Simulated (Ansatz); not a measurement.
Debugging a single point in a Gaussian basis of CH7BS2Si, SMILES BSC([SiH3])S (the Ansatz DFT code, driven from Python).

`ch7bs2si.xyz`
```text
12

B    -1.35960    1.60120    0.60250
S     0.43460    1.55180    0.19970
C     0.34740   -0.08410   -0.61370
Si    0.51030   -1.42410    0.69290
S     1.82780   -0.27300   -1.70090
H    -1.81680    1.23900    1.61350
H    -2.12830    2.11310   -0.19310
H    -0.49770   -0.18450   -1.22360
H     0.44270   -2.73100    0.07740
H     1.65890   -1.28850    1.52730
H    -0.75290   -1.33390    1.59030
H     1.41070    0.75910   -2.53810
```

`energy_ch7bs2si.py`:
```python
# -*- coding: utf-8 -*-
import warnings

import ansatz as az
import numpy as np

BASIS = "cc-pDZ"
FUNCTIONAL = "PBE"

warnings.simplefilter("ignore", az.DeckWarning)

molecule = az.Crystal.molecule_from_extxyz("ch7bs2si.xyz")

setup = molecule.calculation().basis(gaussian=BASIS).functional(FUNCTIONAL).forces()
summary = setup.session().plan(threads=1).execute().report

print("reference energy %16.6f eV" % summary["reference_energy_ev"])
print("total energy     %16.6f eV" % summary["free_energy_ev"])
print("occupied orbitals outside the frozen core (up, down):", summary["n_occupied"], " frozen:", summary["n_frozen"], " virtual:", summary["n_virtual"])

state = summary["mean_field"]["state"]
print(f"mean field: {state['energy']['hartree']:.7f} Ha, <S^2> = {abs(state['spin_squared']):.4f}, stability: {state.get('stability', {}).get('kind')}")

symbols = [site.symbol for site in molecule.cartesian_sites]
print("forces (eV/A)")
for symbol, f in zip(symbols, summary["forces_ev_ang"]):
    print(f"  {symbol:2s} {f[0]:9.4f} {f[1]:9.4f} {f[2]:9.4f}")

charges = summary["charge_distribution"]
dipole = np.array(charges["dipole_moment_e_ang"]) * 4.803205
print("dipole (D): {:.3f} {:.3f} {:.3f}, length {:.3f}".format(*dipole, np.linalg.norm(dipole)))
print("atom  Mulliken   Lowdin")
for symbol, m, l in zip(symbols, charges["mulliken_charges_e"], charges["lowdin_charges_e"]):
    print(f"{symbol:4s} {m:9.3f} {l:8.3f}")
```

```console
$ python energy_ch7bs2si.py
Traceback (most recent call last):
  File "energy_ch7bs2si.py", line 15, in <module>
    summary = setup.session().plan(threads=1).execute().report
              ~~~~~~~~~~~~~^^
  ...
ansatz.GaussianBasisError: pseudopotentials/gaussian/cc-pdz.bse can't be read: No such file or directory (os error 2)
```
(Library frames cut from the traceback.)

Why does it end like this?

The fault: the library has no basis set of that name. The correction:

```diff
--- before
+++ after
@@ -6,3 +6,3 @@
 
-BASIS = "cc-pDZ"
+BASIS = "cc-pVDZ"
 FUNCTIONAL = "PBE"
```

With that change:

```console
$ python energy_ch7bs2si.py
reference energy    -31357.955551 eV
total energy        -31357.955551 eV
occupied orbitals outside the frozen core (up, down): [32, 32]  frozen: 0  virtual: [85, 85]
mean field: -1152.3836113 Ha, <S^2> = 0.0000, stability: minimum
forces (eV/A)
  B    -0.2719    0.8226   -0.8711
  S     0.2745    0.6771    0.3715
  C     2.4438   -0.0743    0.6282
  Si   -2.2657    0.1106    0.7044
  S    -0.3551    0.5577   -0.5420
  H    -0.2659   -0.5020    1.1090
  H     0.0509   -0.1298   -0.1520
  H    -1.9463   -0.2486   -1.2139
  H     0.0899   -1.1350   -0.5686
  H     1.3437    0.2716    0.7141
  H     0.5007    0.0401   -0.3140
  H     0.4014   -0.3899    0.1343
dipole (D): -0.969 -0.079 -0.646, length 1.167
atom  Mulliken   Lowdin
B       -0.012   -0.284
S        0.002    0.448
C       -0.344   -0.345
Si       0.232    0.127
S       -0.040    0.260
H        0.020   -0.028
H        0.009   -0.018
H        0.091   -0.011
H       -0.026   -0.051
H       -0.002   -0.040
H       -0.031   -0.036
H        0.102   -0.023
```

Caveats:
- Total energies depend on the basis set; only differences at equal settings carry meaning.
- The geometry is a force-field or estimated start, not a minimum of this method, and the basis set is short of its limit.
- The Löwdin charges here are taken after orthogonalising the functions within each atom; they differ from plain Löwdin charges, and their signs can be unphysical.
- Hardware and time: 5.7 s on 1 thread of Arm Neoverse V1, with other jobs on the host, peak memory 0.24 GiB.
